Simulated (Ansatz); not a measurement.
This script for a comparison of magnetic orders of GdIn3, space group Pm-3m with Ansatz 0.2.0 through its Python package holds a mistake.

The script, `orders.py`:
```python
# -*- coding: utf-8 -*-
'''Ferro, antiferro and non-magnetic states of GdIn3.'''

import ansatz as az
import numpy as np
from tabulate import tabulate


def count_gap(report):
    # lowest empty less highest filled band, counting bands; zero where they overlap
    return max(report.get('gap_by_band_count_ev') or 0.0, 0.0)

CELL = [
    (9.278681, 0.0, 0.0),
    (0.0, 4.63934, 0.0),
    (0.0, 0.0, 4.63934),
]
ATOMS = [
    ('Gd', (0.0, 0.0, 0.0)),
    ('In', (0.25, 0.0, 0.5)),
    ('In', (0.0, 0.5, 0.5)),
    ('In', (0.0, 0.0, 0.0)),
    ('Gd', (0.5, 0.0, 0.0)),
    ('In', (0.75, 0.0, 0.5)),
    ('In', (0.5, 0.5, 0.5)),
    ('In', (0.5, 0.0, 0.0)),
]


def with_moments(moments):
    crystal = az.Crystal(lattice=az.Lattice.of(CELL))
    for (symbol, position), moment in zip(ATOMS, moments):
        crystal = crystal.atom(symbol, position, moment=moment or None)
    return crystal

# starting moments in muB, one an atom
orders = {
    'FM': [7, 0, 0, 0, 7, 0, 0, 0],
    'AFM': [7, 0, 0, 0, -7, 0, 0, 0],
}

rows = []
for label, moments in orders.items():
    setup = (
        with_moments(moments).calculation()
        .functional('pbesol')
        .basis(31 * az.Ry)
        .kpoints(3, 6, 6)  # sampling of the Brillouin zone
        .occupations('Gaussian', width=0.1)  # fractional filling near the Fermi level
        .scf(max_iterations=70)
        .spin('collinear')  # spin-polarised run
        .band_table()  # levels at the mesh points
    )
    report = setup.run(threads=1, backend='cpu').report
    rows.append((label, report['free_energy_ev'], report['magnetization_mub'], report['absolute_magnetization_mub'], max(abs(m) for m in report['site_moments_mub']), count_gap(report)))
    print(label, 'site moments:', [round(m, 2) for m in report['site_moments_mub']])

# the same cell with no spin polarisation
plain = (
    with_moments([0] * len(ATOMS)).calculation()
    .functional('pbesol')
    .basis(31 * az.Ry)
    .kpoints(3, 6, 6)  # the mesh must be finer for metals
    .occupations('Gaussian', width=0.1)
    .scf(max_iterations=70)
    .band_table()  # levels at the mesh points
)
report = plain.run(threads=1, backend='cpu').report
rows.append(('NM', report['free_energy_ev'], 0.0, 0.0, 0.0, count_gap(report)))

lowest = min(row[1] for row in rows)
rows = [(row[0], 1000 * (row[1] - lowest) / 2, *row[2:]) for row in sorted(rows, key=lambda row: row[1])]
print(tabulate(rows, headers=['order', 'meV/magnetic atom', 'net muB', 'absolute muB', 'largest site muB', 'gap by band count eV'], floatfmt='.4f', tablefmt='simple'))
print('lowest of these starts:', rows[0][0])
```

```console
$ python orders.py
Traceback (most recent call last):
  File "orders.py", line 54, in <module>
    report = setup.run(threads=1, backend='cpu').report
             ~~~~~~~~~^^^^^^^^^^^^^^^^^^^^^^^^^^
  ...
ansatz.RefusalError: atoms 0 (Gd) and 3 (In) coincide: fractional positions [0.0, 0.0, 0.0] and [0.0, 0.0, 0.0] are 0.00e0 Å apart, within the symmetry tolerance 1e-5 (fractional) on every axis — remove the duplicate or separate the sites (indices count the expanded atom list at the failing check: the typed cell's during the `space_group:` round-trip, otherwise the final one with `supercell:` and `defects:` applied)
```
(Library frames cut from the traceback.)

What is wrong, and how is it mended?

The fault: two atoms stand on one site, or all but. The correction:

```diff
--- before
+++ after
@@ -21,3 +21,3 @@
     ('In', (0.0, 0.5, 0.5)),
-    ('In', (0.0, 0.0, 0.0)),
+    ('In', (0.25, 0.5, 0.0)),
     ('Gd', (0.5, 0.0, 0.0)),
@@ -25,3 +25,3 @@
     ('In', (0.5, 0.5, 0.5)),
-    ('In', (0.5, 0.0, 0.0)),
+    ('In', (0.75, 0.5, 0.0)),
 ]
```

The mended script runs so:

`python orders.py` gives:
```text
FM site moments: [7.0, -0.02, -0.02, -0.02, 7.0, -0.02, -0.02, -0.02]
AFM site moments: [7.01, 0.0, -0.01, 0.0, -7.01, -0.0, 0.01, -0.0]
order      meV/magnetic atom    net muB    absolute muB    largest site muB    gap by band count eV
-------  -------------------  ---------  --------------  ------------------  ----------------------
AFM                   0.0000     0.0000         14.4393              7.0126                  0.0000
FM                    7.7441    14.0355         14.3650              6.9989                  0.0000
NM                 7360.8933     0.0000          0.0000              0.0000                  0.0000
lowest of these starts: AFM
```

Open f shells: without a Hubbard U, without spin-orbit coupling; the state reached hangs on the start and needn't be the lowest. For a metal this k-point mesh is coarse: on a finer one energies can move by several to tens of meV an atom and pressures by half a GPa or more, differences at one mesh by less. A gap by band count of zero or less means overlapping bands, a metal. This cell is a computed structure, which may not be the phase found in nature. Gaps and levels are Kohn-Sham values on a finite set of k-points, without spin-orbit coupling. Each row is the state reached from that start at the given structure, not necessarily the lowest of its order; other orders weren't tried. The whole script took 120 s on 1 thread of Arm Neoverse V1, with other jobs on the host, peak memory 0.84 GiB.
